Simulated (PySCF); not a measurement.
**[Ce(NH2)3]+: other functionals and bases at one geometry**

One table from this session's results is given with a row withheld; the runs are named, their logs left out.

The runs use PySCF 2.14.0; several levels, as the steps say, no spin–orbit coupling.

1 further run of the same task is left out (for a known fault of the program).

## The system as given

10 atoms, charge 1, spin multiplicity 1.

Bond lengths: Ce1–N2 2.120 Å, Ce1–H3 2.846 Å, Ce1–H4 2.856 Å, Ce1–N5 2.121 Å, Ce1–H6 2.856 Å, Ce1–H7 2.846 Å, Ce1–N8 2.122 Å, Ce1–H9 2.853 Å, Ce1–H10 2.851 Å, N2–H3 1.024 Å, N2–H4 1.024 Å, N5–H6 1.024 Å, N5–H7 1.024 Å, N8–H9 1.024 Å, N8–H10 1.024 Å. Angles: N2–Ce1–H3 16.9°, N2–Ce1–H4 16.6°, N2–Ce1–N5 115.9°, N2–Ce1–H6 131.3°, N2–Ce1–H7 99.8°, N2–Ce1–N8 115.8°, N2–Ce1–H9 131.4°, N2–Ce1–H10 99.7°, H3–Ce1–H4 33.6°, H3–Ce1–N5 131.6°, H3–Ce1–H6 145.6°, H3–Ce1–H7 116.2°, H3–Ce1–N8 99.7°, H3–Ce1–H9 115.8°, H3–Ce1–H10 83.3°, H4–Ce1–N5 100.1°, H4–Ce1–H6 116.1°, H4–Ce1–H7 83.6° and more.

Geometry (Å):

```xyz
10
charge 1, multiplicity 1
Ce    0.0404    0.0354    0.4645
N     2.0667    0.0034   -0.1594
H     2.6445   -0.8324   -0.2869
H     2.6482    0.8094   -0.4049
N    -1.0436    1.7993    0.0058
H    -2.0610    1.9013   -0.0439
H    -0.6397    2.7106   -0.2277
N    -1.0170   -1.7930    0.2663
H    -2.0335   -1.9107    0.2359
H    -0.6049   -2.7233    0.1503
```

Formal oxidation states: Ce +4. The 4f shell is empty and lies in the core potential. An earlier session relaxed this geometry at PBE0, Ce lcecp-2-SVP with ECP46, N def2-SVP, H def2-SVP (singlet, point group C3v).

At PBE0 on the finer grid: E = -205.973871 Eh, frontier levels not given, since the 4f levels lie in the core, Mulliken charge on Ce1 +1.42 e, largest force component 0.020 eV/Å. The large-core potential holds the 4f shell empty.

Levels to run: revPBE; TPSS; PBE0, TZVP. Hardware: 2 threads of Arm Neoverse V1, shared host.

Set-up of the first run:

run.py (the lines that set the calculation) reads:

```python
mol = gto.M(atom='''
Ce     0.04043     0.03544     0.46452
N      2.06666     0.00345    -0.15942
H      2.64449    -0.83240    -0.28692
H      2.64820     0.80942    -0.40495
N     -1.04360     1.79928     0.00581
H     -2.06104     1.90129    -0.04393
H     -0.63967     2.71061    -0.22772
N     -1.01702    -1.79304     0.26633
H     -2.03350    -1.91073     0.23594
H     -0.60493    -2.72331     0.15034''',
    basis={'Ce': 'lcecp-2-SVP', 'N': 'def2-SVP', 'H': 'def2-SVP'},
    ecp={'Ce': 'lcecp-2-SVP'},
    charge=1, spin=0)
mf = dft.RKS(mol, xc='PBE_R,PBE')
mf.grids.atom_grid = (75, 302)  # f atoms: unpruned, at least (60, 302)
mf = mf.density_fit()  # fitting sets: Ce AutoAux, N def2-universal-JKFIT, H def2-universal-JKFIT
mf.conv_tol = 1e-08; mf.max_cycle = 55
mf.kernel(dm0)  # dm0: the density of the relaxed state
```

Run with:

```
$ OMP_NUM_THREADS=2 python run.py
```

Steps of the session up to this table: revPBE; TPSS; PBE0, TZVP.

One table of the session follows, with a row left open; its other results are not shown here.

| level | charge on Ce1 (e) | dipole (D) | largest force component (eV/Å) |
| --- | --- | --- | --- |
| PBE0 (relaxed here) | 1.42 | 1.08 | 0.02 |
| revPBE | 1.24 | 0.92 | 0.39 |
| TPSS | ? | ? | ? |
| PBE0, TZVP | 1.80 | 1.13 | 0.51 |

**Question.** Estimate the row for TPSS.

**Answer.** charge on Ce1 (e): 1.32; dipole (D): 0.99; largest force component (eV/Å): 0.36. In the column «charge on Ce1 (e)» it lies between revPBE (1.24) and PBE0 (relaxed here) (1.42).

The dipole of a charged species depends on the origin, so these sizes hold for this origin alone.

The largest leftover force, 0.51 eV/Å with PBE0, TZVP, stands at a geometry relaxed at another level. With 4f in the core, its levels are missing from HOMO and gap, and its count is fixed, so no charge can pass from the ligands into it. Total energies of different levels can't be compared.
